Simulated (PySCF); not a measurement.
# Ge5H14Si (n-GeGeGeGeGeSiH14): the cost of one run

Programs: PySCF 2.14.0, with density-fitted response routines of our own. Each step states its level of theory. These are calculated values for one molecule in the gas phase, unless marked as measured. Atoms count from 0, in the outputs and in this text.

## Step 1: Starting geometry

20 atoms, charge 0, multiplicity 1; geometry from: GFN2-xTB. The atoms were then displaced at random by about 0.03 Å, so the start is not that level's minimum.

Bonds of the start (Å): Ge0–Ge1 2.36, Ge0–H6 1.58, Ge0–H7 1.46, Ge0–H8 1.46, Ge1–Ge2 2.40, Ge1–H9 1.51, Ge1–H10 1.52, Ge2–Ge3 2.26, Ge2–H11 1.55, Ge2–H12 1.52, Ge3–Ge4 2.50, Ge3–H13 1.61, Ge3–H14 1.46, Ge4–Si5 2.32, Ge4–H15 1.49, Ge4–H16 1.53, Si5–H17 1.45, Si5–H18 1.43, Si5–H19 1.50.

## Step 2: Geometry optimisation at PBE0-D3(BJ)/def2-SVP

Job settings and geometry (Å):

```
{"job": {"xc": "PBE0", "basis": "def2-SVP", "d3": "d3bj", "grid": 1, "maxiter": 40, "shake": 0.03, "kind": "geom"}, "charge": 0, "multiplicity": 1}
Ge     2.466140    -0.550260    -1.556160
Ge     1.812410    -1.226350     0.610850
Ge     0.987980     0.412440     2.163280
Ge    -0.914300     1.494660     1.583500
Ge    -2.519360     0.163420     0.210210
Si    -1.949130    -0.167250    -2.016220
H      1.672050     0.741000    -2.007630
H      2.201540    -1.469200    -2.664630
H      3.843340    -0.075480    -1.661510
H      0.767690    -2.304790     0.504090
H      2.966070    -2.008700     1.211810
H      0.975330    -0.246810     3.566580
H      2.061270     1.469660     2.396830
H     -1.715350     2.041320     2.872430
H     -0.666260     2.742460     0.872160
H     -2.710910    -1.077310     1.018500
H     -3.883650     0.827060     0.405370
H     -0.838240    -1.101230    -2.061810
H     -1.544940     1.063080    -2.617960
H     -3.149280    -0.713580    -2.730340
```

Started as:

```
> OMP_NUM_THREADS=2 python probes_run.py task.json out
```

The driver reads the jobs from task.json and runs them one after another.

**Question.** How long does this first job take on 2 threads of AMD EPYC 7R43, shared host, and how much memory does it need?

About 10 min, with a peak of 2.2 GiB.
